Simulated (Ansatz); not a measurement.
# CH₇BClNSi: a ladder of functionals and wavefunction methods

One table from this session's results is given with a row withheld; the runs are named, their logs left out.

The runs use Ansatz 0.2.0, Gaussian basis; functionals in def2-TZVPP, the program's frozen cores in correlated methods.

Plan: PBE-D4, r2SCAN-D4, PBE0-D4, B3LYP-D4, ωB97X-V, ωB97M-V, B2PLYP; CCSD(T)/def2-TZVPP; MP2/def2-QZVPP; extrapolation to the limit.

## Structure used throughout

An earlier PBE0-D4 in a triple-zeta def2 set relaxation fixed the geometry.

SMILES `CB(N)[SiH2]Cl`, 12 atoms, charge 0, spin multiplicity 1.

Atoms are counted from 1 here; the program's logs count them from 0.

Bond lengths: C1–B2 1.569 Å, C1–H6 1.096 Å, C1–H7 1.095 Å, C1–H8 1.094 Å, B2–N3 1.391 Å, B2–Si4 2.025 Å, N3–H9 1.006 Å, N3–H10 1.009 Å, Si4–Cl5 2.077 Å, Si4–H11 1.489 Å, Si4–H12 1.491 Å. Angles: B2–C1–H6 110.7°, B2–C1–H7 110.5°, B2–C1–H8 113.7°, H6–C1–H7 105.5°, H6–C1–H8 107.9°, H7–C1–H8 108.1°, C1–B2–N3 121.4°, C1–B2–Si4 121.0°, N3–B2–Si4 117.6°, B2–N3–H9 124.0°, B2–N3–H10 122.6°, H9–N3–H10 113.3°, B2–Si4–Cl5 109.1°, B2–Si4–H11 113.5°, B2–Si4–H12 113.5°, Cl5–Si4–H11 106.3°, Cl5–Si4–H12 106.6°, H11–Si4–H12 107.4°.

Set-up of the first run:

Input file in.yaml:

```yaml
crystal:
  periodic: [false, false, false]
  atoms:
    - {symbol: C, position_ang: [-1.590784, 0.225355, 0.065777]}
    - {symbol: B, position_ang: [-0.128138, -0.285546, -0.180535]}
    - {symbol: N, position_ang: [0.131924, -1.353461, -1.032550]}
    - {symbol: Si, position_ang: [1.452339, 0.596565, 0.726888]}
    - {symbol: Cl, position_ang: [1.432419, 2.629223, 0.301895]}
    - {symbol: H, position_ang: [-1.856167, 0.145778, 1.125788]}
    - {symbol: H, position_ang: [-1.670157, 1.290253, -0.176911]}
    - {symbol: H, position_ang: [-2.348696, -0.312473, -0.512259]}
    - {symbol: H, position_ang: [1.053937, -1.703523, -1.231606]}
    - {symbol: H, position_ang: [-0.597315, -1.846203, -1.525537]}
    - {symbol: H, position_ang: [1.426481, 0.480629, 2.210901]}
    - {symbol: H, position_ang: [2.771057, 0.078203, 0.262048]}
basis:
  gaussian: {orbitals: def2-TZVPP}
hamiltonian: {xc: pbe, dispersion: d4}
output: {forces: true, orbitals: {seedname: orbitals}}
```

Started as:

```sh
$ ansatz run in.yaml --threads 4 --pin off --events-out ev --progress --plain --max-ram 10444MiB
```

Steps of the session up to this table: PBE-D4 (GGA); r2SCAN-D4 (meta-GGA); PBE0-D4 (hybrid); B3LYP-D4 (hybrid); ωB97X-V (range-separated); ωB97M-V (range-separated); B2PLYP (double hybrid); CCSD(T) in def2-TZVPP; MP2 in def2-QZVPP.

One table of the session follows, with a row left open; its other results are not shown here.

| method | atomisation energy (kJ/mol) |
| --- | --- |
| PBE-D4 | 4372.6 |
| r2SCAN-D4 | 4323.8 |
| PBE0-D4 | 4323.2 |
| B3LYP-D4 | 4321.4 |
| ωB97X-V | 4332.6 |
| ωB97M-V | 4333.1 |
| B2PLYP | 4266.1 |
| HF/def2-TZVPP | ? |
| MP2/def2-TZVPP | 4237.7 |
| CCSD/def2-TZVPP | 4136.8 |
| CCSD(T)/def2-TZVPP | 4190.9 |
| MP2/CBS | 4349.6 |
| CCSD(T)/CBS | 4302.8 |

Q: Estimate the row for HF/def2-TZVPP from the others.

**Answer.** atomisation energy (kJ/mol): 3230.7. In the column «atomisation energy (kJ/mol)» it is the lowest.

Among the levels timed on like hardware and quicker than the yardstick, those that no quicker one beats, quickest first: PBE-D4 (2.7 s, +69.8 kJ/mol); PBE0-D4 (3.1 s, +20.5 kJ/mol); B3LYP-D4 (4.8 s, +18.6 kJ/mol).

B2PLYP carry no dispersion term (for B3LYP, D4 adds 41.6 kJ/mol).

Limits of these values: Free atoms (1 C, 1 B, 1 N, 1 Si, 1 Cl, 7 H) were run apart at each level; the atomisation energy is their sum less the molecule, without zero-point or spin-orbit terms.
